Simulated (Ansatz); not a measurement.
## HI: harmonic frequencies at the relaxed geometry, step by step

Computed with the Ansatz DFT code, driven from Python.

Typed at the interpreter:
```pycon
>>> from dataclasses import dataclass
>>> import itertools
>>> import warnings
>>> import ansatz as az
>>> from ase.data import atomic_numbers, covalent_radii
>>> import numpy as np
>>> @dataclass
... class RunConfig:
...     basis: str = "def2-TZVP"
...     functional: str = "cam_b3lyp"
...
>>> opts = RunConfig()
>>> GEOMETRY = """
... H     0.00000    0.00000    0.00000
... I     0.00000    0.00000    1.63000
... """
>>> warnings.simplefilter("ignore", az.DeckWarning)
>>> mol = az.Crystal.molecule()
>>> for line in GEOMETRY.strip().splitlines():
...     symbol, *xyz = line.split()
...     mol = mol.atom(symbol, [float(v) for v in xyz])
...
>>> job = mol.calculation()
>>> job = job.basis(gaussian=opts.basis)
>>> job = job.functional(opts.functional)
>>> symbols = [site.symbol for site in mol.cartesian_sites]
>>> start = np.array([site.position_ang for site in mol.cartesian_sites], dtype=float)
>>> rep = job.relax(force_tolerance=0.003).run(threads=1).report
>>> end = np.array(rep["positions_ang"])
>>> radius = [covalent_radii[atomic_numbers[s]] for s in symbols]
>>> span = lambda where, i, j: np.linalg.norm(where[i] - where[j])
>>> bonded = [(i, j) for i, j in itertools.combinations(range(len(symbols)), 2) if min(span(start, i, j), span(end, i, j)) < 1.2 * (radius[i] + radius[j])]
>>> print("pair        before    after (A)")
pair        before    after (A)
>>> for i, j in bonded:
...     print(f"{symbols[i]}{i}-{symbols[j]}{j}".ljust(10), f"{span(start, i, j):8.4f} {span(end, i, j):8.4f}")
...
H0-I1        1.6300   1.6074
>>> minimum = az.Crystal.molecule()
>>> for symbol, place in zip(symbols, end):
...     minimum = minimum.atom(symbol, place.tolist())
...
>>> vibrating = (
...     minimum.calculation()
...     .basis(gaussian=opts.basis)
...     .functional(opts.functional)
...     .phonons(temperatures=(298.15, 498.15, 100))
... )
>>> vib = vibrating.run(threads=1).report["vibrations"]
>>> sums = vib["harmonic_sums"]
>>> modes = [m["omega_inv_cm"] for m in sums["modes_at_gamma"] if m["rigid_motion"] == "no"]
>>> print("frequencies (1/cm):", " ".join(f"{w:.0f}" for w in modes))
frequencies (1/cm): 2356
>>> print("imaginary modes:", sum(w < 0 for w in modes), " zero-point energy:", round(sums["zero_point_energy_ev"], 4), "eV")
imaginary modes: 0  zero-point energy: 0.146 eV
```

Notes:
- The frequencies are harmonic and unscaled, in a modest basis.
- def2 sets replace the cores of elements past krypton by effective core potentials.
- Wall time of the script: 13 s on 1 thread of Arm Neoverse V1, on a shared host, peak memory 0.18 GiB.
